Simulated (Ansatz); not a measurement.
**SiHBr (triplet): the correlation ladder at distance Br1–H2 along a hydrogen transfer = 1.421 Å, cc-pVTZ**

Aim: climb from Hartree-Fock through coupled cluster and multireference methods for SiHBr (triplet) at one geometry and basis, and see what each rung misses.

Computed with Ansatz 0.2.0, Gaussian basis. Level: cc-pVTZ, core rule «outside noble gas», up to 19 orbitals frozen.

Plan: UHF; CCSD(T) on ROHF; CCSD(T) on UHF; BCCD(T) on ROHF; CCSDT(Q) on ROHF; CCSDT(Q) on UHF; CASSCF and MRCISD+Q, 4 electrons in 4 orbitals; CASSCF and NEVPT2, 4 electrons in 4 orbitals; CASSCF and MRCISD+Q, 12 electrons in 9 orbitals; CASSCF and NEVPT2, 12 electrons in 9 orbitals.

**1. The geometry**

The geometry derives from fragments relaxed apart (PBE0/def2-TZVP) and kept rigid, so it is no stationary point. A hydrogen atom is moved between rigid fragments. No spin-orbit coupling is included. The filled d shell of Br may be among the frozen orbitals whatever the setting's name suggests; the logs give the count.

3 atoms, charge 0, spin multiplicity 3.

Atoms are counted from 1 here; the program's logs count them from 0.

Bond lengths: Br1–H2 1.421 Å.

**2. UHF**

File in.yaml:

```yaml
crystal:
  periodic: [false, false, false]
  atoms:
    - {symbol: Br, position_ang: [0.000000, 0.000000, -1.569200]}
    - {symbol: H, position_ang: [0.000000, 0.000000, -0.148600]}
    - {symbol: Si, position_ang: [0.000000, 0.000000, 1.717800]}
basis:
  gaussian: {orbitals: cc-pVTZ}
magnetization: {spin_polarized: true, initial_magnetization: 2}
hamiltonian: {xc: hf}
output: {orbitals: {seedname: orbitals}}
```

Command:

```
$ ansatz run in.yaml --threads 1 --pin off --events-out ev --progress --plain --max-ram 4096MiB --backend cpu
```

The runs that follow: CCSD(T) on ROHF; CCSD(T) on UHF; BCCD(T) on ROHF; CCSDT(Q) on ROHF; CCSDT(Q) on UHF; CASSCF and MRCISD+Q, 4 electrons in 4 orbitals; CASSCF and NEVPT2, 4 electrons in 4 orbitals; CASSCF and MRCISD+Q, 12 electrons in 9 orbitals; CASSCF and NEVPT2, 12 electrons in 9 orbitals.

Q: Predict the results of all the runs planned. Wanted: UCCSDT(Q) below the RHF energy; RMP2 from UCCSDT(Q); UMP2 from UCCSDT(Q); RCCSD from UCCSDT(Q); RCCSD(T) from UCCSDT(Q); UCCSD(T) from UCCSDT(Q); RCCSDT(Q) from UCCSDT(Q); NEVPT2 pair from UCCSDT(Q); MRCISD+Q pair from UCCSDT(Q).

As calculated:

| quantity | value |
| --- | --- |
| UCCSDT(Q) below the RHF energy | -8.0410 eV |
| RMP2 from UCCSDT(Q) | +1251.9 meV |
| UMP2 from UCCSDT(Q) | +1268.5 meV |
| RCCSD from UCCSDT(Q) | +349.2 meV |
| RCCSD(T) from UCCSDT(Q) | +48.1 meV |
| UCCSD(T) from UCCSDT(Q) | +47.5 meV |
| RCCSDT(Q) from UCCSDT(Q) | +1.8 meV |
| NEVPT2 pair from UCCSDT(Q) | +1396.0 meV |
| MRCISD+Q pair from UCCSDT(Q) | +203.1 meV |
| NEVPT2 valence from UCCSDT(Q) | +1769.4 meV |
| levels within 1 kcal/mol (43 meV) | RCCSDT, UCCSDT, RCCSDT(Q) |
| T1 diagnostic | 0.018 |
| effectively unpaired electrons | 2.02 |

**Reading.** RCCSD(T) misses by +48.1 meV, 0.6 % of the correlation energy. One determinant dominates. Of the multireference levels listed MRCISD+Q pair comes nearest in total energy (+203.1 meV), which doesn't show that its space is the better one. These misses are within one basis, not against nature; the frozen cores of restricted and unrestricted runs differ, which can shift their rows.
